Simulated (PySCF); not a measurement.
# C3H7FSi: the cost of one run

Computed with PySCF 2.14.0, with density-fitted response routines of our own, on a single molecule in the gas phase. Atoms count from 0, in the outputs and in this text.

**1. Starting geometry**

12 atoms, charge 0, multiplicity 1; geometry from: GFN2-xTB. The atoms were then displaced at random by about 0.01 Å, so the start is not that level's minimum.

Bonds of the start (Å): F0–C1 1.36, C1–Si2 1.92, Si2–C3 1.83, C3–C4 1.54, C4–Si2 1.86, C1–H5 1.09, C1–H6 1.10, Si2–H7 1.46, C3–H8 1.05, C3–H9 1.11, C4–H10 1.07, C4–H11 1.09.

**2. Optimising the geometry at PBE0-D3(BJ)/def2-SVP**

What the job is given:

```
{"job": {"xc": "PBE0", "basis": "def2-SVP", "d3": "d3bj", "grid": 1, "shake": 0.01, "kind": "geom"}, "charge": 0, "multiplicity": 1}
F      1.683630     0.752460    -1.326910
C      1.864000     0.154470    -0.119730
Si     0.181110    -0.343070     0.665400
C     -1.214160    -0.691390    -0.474080
C     -1.323680     0.668210     0.232600
H      2.506850    -0.699250    -0.316470
H      2.436820     0.864420     0.501650
H      0.393190    -0.996940     1.951190
H     -1.119080    -0.651420    -1.523750
H     -2.007380    -1.412700    -0.177100
H     -1.244910     1.539500    -0.387500
H     -2.116690     0.787430     0.965670
```

Run with:

```
> OMP_NUM_THREADS=1 python probes_run.py task.json out
```

One launch serves the whole session: the jobs run in the order shown.

**Question.** How long does this first job take on 1 thread of Arm Neoverse V1, shared host, and how much memory does it need?

About 42 s, with a peak of 0.46 GiB.
